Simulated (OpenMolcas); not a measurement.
# Gd²⁺ among point charges: CASSCF levels and susceptibility

How does a field of 12 point charges split the states of Gd²⁺, and what χT follows?

Method: state-averaged CASSCF, spin-orbit coupling by RASSI with atomic mean-field integrals. Code: OpenMolcas 26.06.

**1. The atom as given**

* Species: Gd²⁺ (gadolinium, Z = 64, 62 electrons)
* Basis: ANO-RCC-VTZP [8s7p5d3f2g1h], 104 functions
* Scalar Hamiltonian: DKH2, point nucleus
* Inactive shells: 1s 2s 2p 3s 3p 3d 4s 4p 4d 5s 5p
* Active space: 8 electrons in 7 orbitals (4f)
* Some configurations of this space: 4f⁸
* Orbitals: optimised for the highest spin of each parity, averaged over all roots

The outer shells:

4f8
```
4f [↑↓][↑ ][↑ ][↑ ][↑ ][↑ ][↑ ]
```

The ion sits among 12 point charges of -1 e arranged as a cuboctahedron (Oh), 3 Å from the ion.

Each step is its own input file, run in one work folder so that later steps find the files of earlier ones. Labels, J, g values, rates, χT and fits are worked out afterwards by a script from the matrices that RASSI stores. The input lists half of the charges; inversion (Group=XYZ) makes the rest.

**2. GATEWAY and SEWARD: basis and integrals**

a.inp reads:

```
&GATEWAY
Coord
1

Gd 0.0 0.0 0.0
Basis=ANO-RCC-VTZP
Group=XYZ
NoMove
AngMom=0.0 0.0 0.0
AMFI
XField
6 Angstrom 0
2.121320 2.121320 0.000000 -1.000000
2.121320 -2.121320 0.000000 -1.000000
0.000000 2.121320 2.121320 -1.000000
0.000000 2.121320 -2.121320 -1.000000
2.121320 0.000000 2.121320 -1.000000
2.121320 0.000000 -2.121320 -1.000000
&SEWARD
```

**3. Reference wave functions, septets of even parity, 7 roots**

a.inp reads:

```
&RASSCF
FileOrb=start.orb
Symmetry=1
Spin=7
nActEl=8 0 0
Inactive=15 12
Ras2=0 7
CIRoot=7 7 1
SDav=7
CIMx=300
Iter=120 100
PrWF=0.3
OrbListing=Nothing
MaxOrb=0
>>> COPY $Project.JobIph JOB001
```

start.orb holds the contracted functions of the basis, ordered by shell, or the orbitals of the step before.

**4. Reference wave functions, quintets of even parity, 140 roots**

a.inp reads:

```
&RASSCF
FileOrb=start.orb
Symmetry=1
Spin=5
nActEl=8 0 0
Inactive=15 12
Ras2=0 7
CIRoot=140 140 1
SDav=140
CIMx=300
Iter=120 100
PrWF=0.3
OrbListing=Nothing
MaxOrb=0
CIOnly
>>> COPY $Project.JobIph JOB002
```

**5. CASSCF: triplets of even parity, 162 roots**

a.inp reads:

```
&RASSCF
FileOrb=start.orb
Symmetry=1
Spin=3
nActEl=8 0 0
Inactive=15 12
Ras2=0 7
CIRoot=162 162 1
SDav=588
CIMx=300
Iter=120 100
PrWF=0.3
OrbListing=Nothing
MaxOrb=0
CIOnly
>>> COPY $Project.JobIph JOB003
```

**6. CASSCF: singlets of even parity, 162 roots**

a.inp reads:

```
&RASSCF
FileOrb=start.orb
Symmetry=1
Spin=1
nActEl=8 0 0
Inactive=15 12
Ras2=0 7
CIRoot=162 162 1
SDav=490
CIMx=300
Iter=120 100
PrWF=0.3
OrbListing=Nothing
MaxOrb=0
CIOnly
>>> COPY $Project.JobIph JOB004
```

**7. RASSI: spin-orbit coupling between the states**

a.inp reads:

```
&RASSI
NrOfJobIphs=3 7 77 45
1 2 3 4 5 6 7
1 2 3 4 5 6 7 8 9 10 11 12 13 14 15 16 17 18 19 20 21 22 23 24 25 26 27
28 29 30 31 32 33 34 35 36 37 38 39 40 41 42 43 44 45 46 47 48 49 50 51
52 53 54 55 56 57 58 59 60 61 62 63 64 65 66 67 68 69 70 71 72 73 74 75
76 77
1 2 3 4 5 6 7 8 9 10 11 12 13 14 15 16 17 18 19 20 21 22 23 24 25 26 27
28 29 30 31 32 33 34 35 36 37 38 39 40 41 42 43 44 45
IphNames
JOB001
JOB002
JOB003
EJob
SpinOrbit
DIPRint=1.0
SOCoupling=1000.0
Subsets=2
Property=9
'ANGMOM' 1 'ANGMOM' 2 'ANGMOM' 3 'MLTPL  1' 1 'MLTPL  1' 2 'MLTPL  1' 3
'AMFI' 1 'AMFI' 2 'AMFI' 3
SOProperty=3
'ANGMOM' 1 'ANGMOM' 2 'ANGMOM' 3
```

**Question.** What will these runs give? Wanted: spin-free ground state; first state of the same spin within the active space; lowest level; next level.

**Answer**, as computed:

| quantity | value |
| --- | --- |
| method | CASSCF |
| spin-free ground state | 7T1, 3-fold in its orbital part |
| first state of the same spin within the active space | 7A2 at 127 cm⁻¹ |
| lowest level | 2-fold E, g = 0.00, 0.00, 0.00 |
| next level | 4.3 cm⁻¹ |
| χT at 300 K | 11.81 cm³ K/mol |
| effective moment at 300 K | 9.72 μB |

In words: The spin-free ground state (7T1) comes to 100 % from free-ion F terms and keeps the highest spin of the shell. The quintets, triplets, singlets rest on orbitals optimised for another spin in at least one step, which raises them against the optimised states. Not all states of the active space went into the spin-orbit step. The free ion's ground configuration, as NIST lists it, lies outside this active space, so the lowest level here need not be the ground level. High states of lower spin are left out of the spin-orbit mixing, and CASSCF puts spin-flip levels too high. This is an electrostatic model: the charges have no orbitals.
